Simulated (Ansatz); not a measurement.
# CH8BFSi2: one species, many methods

An exercise on one series of results from a longer session: the logs are not shown, and one member is left open.

Program: Ansatz 0.2.0, Gaussian basis. Level of theory: functionals in def2-TZVPP, the program's frozen cores in correlated methods. These are calculated values, not measurements.

Plan: PBE-D4, r2SCAN-D4, PBE0-D4, B3LYP-D4, ωB97X-V, ωB97M-V, B2PLYP; CCSD(T)/def2-TZVPP; MP2/def2-QZVPP; extrapolation to the limit.

## The relaxed structure

All runs share one geometry, relaxed beforehand with PBE0-D4 in a triple-zeta def2 set.

13 atoms, charge 0, spin multiplicity 1.

Atoms are counted from 1 here; the program's logs count them from 0.

Bond lengths: B1–C2 1.518 Å, B1–H6 1.197 Å, B1–H7 1.193 Å, C2–F3 1.412 Å, C2–Si4 1.912 Å, C2–Si5 1.911 Å, Si4–H8 1.484 Å, Si4–H9 1.483 Å, Si4–H10 1.484 Å, Si5–H11 1.484 Å, Si5–H12 1.483 Å, Si5–H13 1.484 Å. Angles: C2–B1–H6 117.7°, C2–B1–H7 121.4°, H6–B1–H7 120.8°, B1–C2–F3 115.4°, B1–C2–Si4 109.2°, B1–C2–Si5 109.4°, F3–C2–Si4 107.4°, F3–C2–Si5 107.4°, Si4–C2–Si5 107.8°, C2–Si4–H8 108.1°, C2–Si4–H9 109.0°, C2–Si4–H10 110.0°, H8–Si4–H9 110.3°, H8–Si4–H10 109.4°, H9–Si4–H10 110.0°, C2–Si5–H11 109.9°, C2–Si5–H12 109.0°, C2–Si5–H13 108.2° and more.

Coordinates:

```mol
CH8BFSi2
  3D, bonds by distance, orders not assigned

 13 12  0  0  0  0  0  0  0  0999 V2000
   -0.4046    1.1185   -1.2043 B   0  0
    0.4383    0.1908   -0.3480 C   0  0
    1.8113    0.1467   -0.6725 F   0  0
    0.3019    0.7257    1.4821 Si  0  0
   -0.2381   -1.5914   -0.4863 Si  0  0
   -1.5756    1.1881   -0.9642 H   0  0
    0.0778    1.7599   -2.0875 H   0  0
    1.1773   -0.1609    2.2882 H   0  0
   -1.1085    0.5919    1.9213 H   0  0
    0.7498    2.1326    1.6343 H   0  0
   -0.2091   -2.0352   -1.9024 H   0  0
   -1.6293   -1.6220    0.0271 H   0  0
    0.6289   -2.4796    0.3271 H   0  0
  1  2  8  0
  2  3  8  0
  2  4  8  0
  2  5  8  0
  1  6  8  0
  1  7  8  0
  4  8  8  0
  4  9  8  0
  4 10  8  0
  5 11  8  0
  5 12  8  0
  5 13  8  0
M  END
```

Set-up of the first run:

The input, in.yaml:

```yaml
crystal:
  periodic: [false, false, false]
  atoms:
    - {symbol: B, position_ang: [-0.404621, 1.118509, -1.204283]}
    - {symbol: C, position_ang: [0.438329, 0.190814, -0.347951]}
    - {symbol: F, position_ang: [1.811336, 0.146713, -0.672531]}
    - {symbol: Si, position_ang: [0.301929, 0.725717, 1.482126]}
    - {symbol: Si, position_ang: [-0.238061, -1.591360, -0.486333]}
    - {symbol: H, position_ang: [-1.575622, 1.188110, -0.964221]}
    - {symbol: H, position_ang: [0.077763, 1.759863, -2.087500]}
    - {symbol: H, position_ang: [1.177342, -0.160856, 2.288164]}
    - {symbol: H, position_ang: [-1.108492, 0.591894, 1.921344]}
    - {symbol: H, position_ang: [0.749789, 2.132606, 1.634275]}
    - {symbol: H, position_ang: [-0.209140, -2.035205, -1.902359]}
    - {symbol: H, position_ang: [-1.629283, -1.622009, 0.027106]}
    - {symbol: H, position_ang: [0.628931, -2.479596, 0.327064]}
basis:
  gaussian: {orbitals: def2-TZVPP}
hamiltonian: {xc: pbe, dispersion: d4}
output: {forces: true, orbitals: {seedname: orbitals}}
```

Run with:

```sh
ansatz run in.yaml --threads 4 --pin off --events-out ev --progress --plain --max-ram 10444MiB
```

Steps of the session up to this table: PBE-D4 (GGA); r2SCAN-D4 (meta-GGA); PBE0-D4 (hybrid); B3LYP-D4 (hybrid); ωB97X-V (range-separated); ωB97M-V (range-separated); B2PLYP (double hybrid); CCSD(T) in def2-TZVPP; MP2 in def2-QZVPP.

One of the session's tables, all rows but one given; the rest of the session is left out.

It belongs to the step «Atomisation energies». 

```
            method  atomisation energy (kJ/mol)
            PBE-D4                       4260.6
         r2SCAN-D4                       4259.2
           PBE0-D4                       4222.7
          B3LYP-D4                       4251.6
           ωB97X-V                       4275.0
           ωB97M-V                       4261.4
            B2PLYP                            ?
     HF/def2-TZVPP                       3223.9
    MP2/def2-TZVPP                       4158.5
   CCSD/def2-TZVPP                       4089.7
CCSD(T)/def2-TZVPP                       4136.5
           MP2/CBS                       4259.7
       CCSD(T)/CBS                       4237.7
```

Estimate the missing values for B2PLYP.

**Answer.** atomisation energy (kJ/mol): 4191.8. In the column «atomisation energy (kJ/mol)» it lies between MP2/def2-TZVPP (4158.5) and PBE0-D4 (4222.7).

Limits of these values: Free atoms (1 B, 1 C, 1 F, 2 Si, 8 H) were run apart at each level; the atomisation energy is their sum less the molecule, without zero-point or spin-orbit terms.
